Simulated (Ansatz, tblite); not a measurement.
# C20H6F6S6: a ladder of methods and basis sets

One table from this session's results is given with a row withheld; the runs are named, their logs left out.

Method: as each input shows; program: Ansatz 0.2.0, Gaussian basis.

The runs, in order: GFN1-xTB, GFN2-xTB, PBE-D4/def2-TZVP, r2SCAN-D4/def2-TZVP, PBE-D4/def2-SVP, PBE0-D4/def2-SVP.

1 further run of the same task is left out (set aside as unsound or not needed).

**The relaxed structure**

The geometry is that of the singlet, from an earlier relaxation (PBE-D4/def2-SVP).

SMILES `FC(F)(F)c1cc2sc(-c3cc4sc(-c5cc6sc(C(F)(F)F)cc6s5)cc4s3)cc2s1`, 38 atoms, charge 0, spin multiplicity 1.

Bond lengths: F1–C2 1.356 Å, C2–F3 1.356 Å, C2–F4 1.352 Å, C2–C5 1.497 Å, C5–C6 1.385 Å, C5–S32 1.755 Å, C6–C7 1.419 Å, C6–H33 1.097 Å, C7–S8 1.741 Å, C7–C31 1.410 Å, S8–C9 1.769 Å, C9–C10 1.442 Å, C9–C30 1.395 Å, C10–C11 1.396 Å, C10–S29 1.770 Å, C11–C12 1.414 Å, C11–H34 1.098 Å, C12–S13 1.741 Å and more. Angles: F1–C2–F3 106.5°, F1–C2–F4 107.6°, F1–C2–C5 112.1°, F3–C2–F4 107.9°, F3–C2–C5 111.8°, F4–C2–C5 110.6°, C2–C5–C6 126.5°, C2–C5–S32 120.0°, C6–C5–S32 113.5°, C5–C6–C7 110.8°, C5–C6–H33 123.0°, C7–C6–H33 126.2°, C6–C7–S8 135.2°, C6–C7–C31 114.1°, S8–C7–C31 110.8°, C7–S8–C9 91.3°, S8–C9–C10 119.6°, S8–C9–C30 112.0° and more.

PBE0-D4/def2-TZVP was run before; its log isn't repeated, and its numbers join the tables.

The first run:

Tight binding, by tblite at 300 K electronic temperature and without a spin-polarisation term:

```python
tblite.interface.Calculator('GFN1-xTB', numbers, positions, charge=0, uhf=0).singlepoint()
```

Tight binding, by tblite at 300 K electronic temperature and without a spin-polarisation term:

```python
tblite.interface.Calculator('GFN2-xTB', numbers, positions, charge=0, uhf=0).singlepoint()
```

start.molden holds the orbitals of an earlier run on this state, given as this run's starting guess.

Contents of in.yaml:

```yaml
crystal:
  periodic: [false, false, false]
  atoms:
    - {symbol: F, position_ang: [-10.393614, -1.042156, 0.215943]}
    - {symbol: C, position_ang: [-9.853990, 0.030477, -0.415197]}
    - {symbol: F, position_ang: [-10.318162, 0.002465, -1.689050]}
    - {symbol: F, position_ang: [-10.339793, 1.142900, 0.180891]}
    - {symbol: C, position_ang: [-8.357328, 0.018575, -0.367467]}
    - {symbol: C, position_ang: [-7.547619, 0.917790, 0.305759]}
    - {symbol: C, position_ang: [-6.178255, 0.581482, 0.144600]}
    - {symbol: S, position_ang: [-4.669059, 1.258029, 0.687300]}
    - {symbol: C, position_ang: [-3.754422, -0.003224, -0.151533]}
    - {symbol: C, position_ang: [-2.313752, -0.000674, -0.088925]}
    - {symbol: C, position_ang: [-1.476961, 0.895523, 0.579396]}
    - {symbol: C, position_ang: [-0.112417, 0.569578, 0.400566]}
    - {symbol: S, position_ang: [1.395773, 1.249643, 0.941173]}
    - {symbol: C, position_ang: [2.313750, -0.000685, 0.089085]}
    - {symbol: C, position_ang: [3.754425, 0.002202, 0.151675]}
    - {symbol: C, position_ang: [4.590201, 0.900490, 0.816173]}
    - {symbol: C, position_ang: [5.956670, 0.565615, 0.644964]}
    - {symbol: S, position_ang: [7.461784, 1.241686, 1.198444]}
    - {symbol: C, position_ang: [8.357390, -0.017302, 0.366910]}
    - {symbol: C, position_ang: [9.854040, -0.029089, 0.415249]}
    - {symbol: F, position_ang: [10.340208, -1.139985, -0.183359]}
    - {symbol: F, position_ang: [10.393760, 1.045209, -0.212936]}
    - {symbol: F, position_ang: [10.317715, -0.004245, 1.689371]}
    - {symbol: C, position_ang: [7.547976, -0.917160, -0.305815]}
    - {symbol: C, position_ang: [6.178472, -0.581445, -0.144538]}
    - {symbol: S, position_ang: [4.669522, -1.258993, -0.686655]}
    - {symbol: C, position_ang: [1.476941, -0.896871, -0.579242]}
    - {symbol: C, position_ang: [0.112408, -0.570924, -0.400359]}
    - {symbol: S, position_ang: [-1.395774, -1.251059, -0.940896]}
    - {symbol: C, position_ang: [-4.590541, -0.900861, -0.816485]}
    - {symbol: C, position_ang: [-5.956859, -0.565427, -0.645252]}
    - {symbol: S, position_ang: [-7.462186, -1.240493, -1.199378]}
    - {symbol: H, position_ang: [-7.942540, 1.767165, 0.875796]}
    - {symbol: H, position_ang: [-1.853961, 1.743097, 1.166622]}
    - {symbol: H, position_ang: [4.214509, 1.753934, 1.395421]}
    - {symbol: H, position_ang: [7.943177, -1.766539, -0.875654]}
    - {symbol: H, position_ang: [1.853786, -1.744520, -1.166468]}
    - {symbol: H, position_ang: [-4.215282, -1.754227, -1.396138]}
basis:
  gaussian: {orbitals: def2-TZVP, fitting: {mean_field: def2-universal-jkfit}, initial_orbitals: start.molden}
hamiltonian: {xc: pbe, dispersion: d4}
scf: {omitted_lower_state_checks: [starts]}
output: {orbitals: {seedname: orbitals}}
```

On the command line:

```sh
ansatz run in.yaml --threads 2 --pin off --events-out ev --progress --plain --max-ram 20480MiB --backend cuda --devices 0, --max-vram 18GiB
```

Steps of the session up to this table: PBE-D4/def2-TZVP; r2SCAN-D4/def2-TZVP; PBE-D4/def2-SVP; PBE0-D4/def2-SVP.

One of the session's tables, all rows but one given; the rest of the session is left out.

It belongs to the step «Binding energy». 

| level | binding an atom (eV) |
| --- | --- |
| PBE-D4/def2-SVP | 5.551 |
| PBE-D4/def2-TZVP | ? |
| r2SCAN-D4/def2-TZVP | 5.223 |
| PBE0-D4/def2-SVP | 5.354 |
| PBE0-D4/def2-TZVP | 5.274 |

**Question.** Estimate the row for PBE-D4/def2-TZVP.

As computed: binding an atom (eV): 5.458. In the column «binding an atom (eV)» it lies between PBE0-D4/def2-SVP (5.354) and PBE-D4/def2-SVP (5.551).

To keep in mind: Free atoms were run apart at each level; binding is atoms less cluster, divided by the number of atoms, without zero-point or spin-orbit terms.
